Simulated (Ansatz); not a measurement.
Cs₂ScAgBr₆, space group Fm-3m, a single point from a YAML input

Program: Ansatz's Python interface.

Contents of `input.yaml`:
```yaml
crystal:
  lattice:
    - [0.0, 5.582014, 5.582014]
    - [5.582014, 0.0, 5.582014]
    - [5.582014, 5.582014, 0.0]
  atoms:
    - { symbol: Cs, position: [0.75, 0.75, 0.75] }
    - { symbol: Cs, position: [0.25, 0.25, 0.25] }
    - { symbol: Sc, position: [0.0, 0.0, 0.0] }
    - { symbol: Ag, position: [0.5, 0.5, 0.5] }
    - { symbol: Br, position: [0.760054, 0.239946, 0.239946] }
    - { symbol: Br, position: [0.239946, 0.239946, 0.760054] }
    - { symbol: Br, position: [0.239946, 0.760054, 0.760054] }
    - { symbol: Br, position: [0.239946, 0.760054, 0.239946] }
    - { symbol: Br, position: [0.760054, 0.239946, 0.760054] }
    - { symbol: Br, position: [0.760054, 0.760054, 0.239946] }
kpoints:
  mp_grid: { grid: [3, 3, 3] }
hamiltonian:
  xc: pbesol
scf:
  occupations: { method: fixed }
  n_extra_bands: 4
basis:
  ecutwfc: 510
output:
  forces: true
  stress: true
  eigenvalues: true
```

`cs2scagbr6.py`:
```python
from collections import Counter

import ansatz as az
import numpy as np

outcome = az.Session.from_deck('input.yaml').plan().execute()
report = outcome.report

n_atoms = len(report['lattice']['sites'])
print('F =', round(report['free_energy_ev'], 4), 'eV for', n_atoms, 'atoms')
print('E(sigma -> 0) =', round(report['energy_sigma0_ev'], 4), 'eV, TS =', round(report['entropy_ts_ev'], 5), 'eV')
print('closed by', report['closed_by'], 'after', report['n_iterations'], 'iterations')

print('forces (eV/A)')
for site, force in zip(outcome.lattice.sites, report['forces_ev_ang']):
    print(f'  {site.symbol:2s} {force[0]:9.4f} {force[1]:9.4f} {force[2]:9.4f}')

sigma = report['stress_gpa']
voigt = [sigma[0][0], sigma[1][1], sigma[2][2], sigma[1][2], sigma[0][2], sigma[0][1]]
print('stress xx yy zz yz xz xy (GPa, compression positive):', ' '.join(f'{s:.3f}' for s in voigt))
print('P =', round(10 * float(np.mean(voigt[:3])), 2), 'kbar')

print('band  energy (eV)  occupation, at k =', report['kpoints_frac'][0])
for band, (e, occ) in enumerate(zip(report['eigenvalues_ev'][0], report['occupations'][0]), start=1):
    print(f'{band:4d} {e:12.4f} {occ:9.4f}')

told = Counter((n['data']['severity'], n['data']['kind']) for n in outcome.notices if n['event'] == 'notice')
for (severity, kind), count in sorted(told.items()):
    print(f'{severity:8s} {kind} x{count}')

used = report['setup']
print('cutoffs (eV):', used['ecut_ev'], used['ecutrho_ev'], ' FFT grid:', used['fft_dense'])
print('cell volume {:.3f} A^3, {} symmetry operations'.format(used['cell_volume_ang3'], used['n_sym_ops']))
```

```console
$ python cs2scagbr6.py
F = -37239.0196 eV for 10 atoms
E(sigma -> 0) = -37239.0196 eV, TS = 0.0 eV
closed by deck_thresholds after 8 iterations
forces (eV/A)
  Cs    0.0000    0.0000   -0.0000
  Cs    0.0000    0.0000    0.0000
  Sc    0.0000    0.0000    0.0000
  Ag    0.0000   -0.0000   -0.0000
  Br   -0.0236   -0.0000   -0.0000
  Br    0.0000   -0.0000   -0.0236
  Br    0.0236    0.0000   -0.0000
  Br    0.0000   -0.0236   -0.0000
  Br   -0.0000    0.0236   -0.0000
  Br    0.0000   -0.0000    0.0236
stress xx yy zz yz xz xy (GPa, compression positive): -1.912 -1.912 -1.912 -0.000 -0.000 -0.000
P = -19.12 kbar
band  energy (eV)  occupation, at k = [0.0, 0.0, 0.0]
   1     -86.1852    2.0000
   2     -49.7372    2.0000
   3     -49.7372    2.0000
   4     -49.7372    2.0000
   5     -45.8902    2.0000
   6     -24.5721    2.0000
   7     -24.5721    2.0000
   8     -24.5721    2.0000
   9     -16.7098    2.0000
  10     -16.7026    2.0000
  11     -10.4670    2.0000
  12     -10.0855    2.0000
  13     -10.0855    2.0000
  14     -10.0855    2.0000
  15     -10.0156    2.0000
  16     -10.0156    2.0000
  17      -3.6086    2.0000
  18      -3.6086    2.0000
  19      -3.6086    2.0000
  20      -3.5291    2.0000
  21      -3.5291    2.0000
  22      -3.5291    2.0000
  23      -0.8360    2.0000
  24       0.2033    2.0000
  25       0.2033    2.0000
  26       0.6721    2.0000
  27       0.6721    2.0000
  28       0.6721    2.0000
  29       0.7254    2.0000
  30       0.7254    2.0000
  31       0.7254    2.0000
  32       1.6700    2.0000
  33       1.6700    2.0000
  34       1.6700    2.0000
  35       2.2043    2.0000
  36       2.2043    2.0000
  37       2.2043    2.0000
  38       2.5077    2.0000
  39       2.5077    2.0000
  40       2.5618    2.0000
  41       2.5618    2.0000
  42       2.5618    2.0000
  43       2.8617    2.0000
  44       2.8617    2.0000
  45       2.8617    2.0000
  46       5.9855    0.0000
  47       5.9855    0.0000
  48       5.9855    0.0000
  49       6.0497    0.0000
audit    band_cg_iterations x1
audit    preconditioner_resolved x1
cutoffs (eV): 510.0 2040.0  FFT grid: [60, 60, 60]
cell volume 347.859 A^3, 48 symmetry operations
```

Notes:
- These settings explore the input space; cutoff and mesh may be short of convergence.
- The run is spin-unpolarised.
- The computed bands are complete only to about 3.0 eV above the Fermi level.
- This cell is a computed structure, which may not be the phase found in nature.
- Gaps and levels are Kohn-Sham values on a finite set of k-points, without spin-orbit coupling.
- It ran for 6.3 s on 1 thread of Arm Neoverse V2 (shared host), peak memory 0.75 GiB.

(Lines on the test bed's own set-up are left out of the output.)
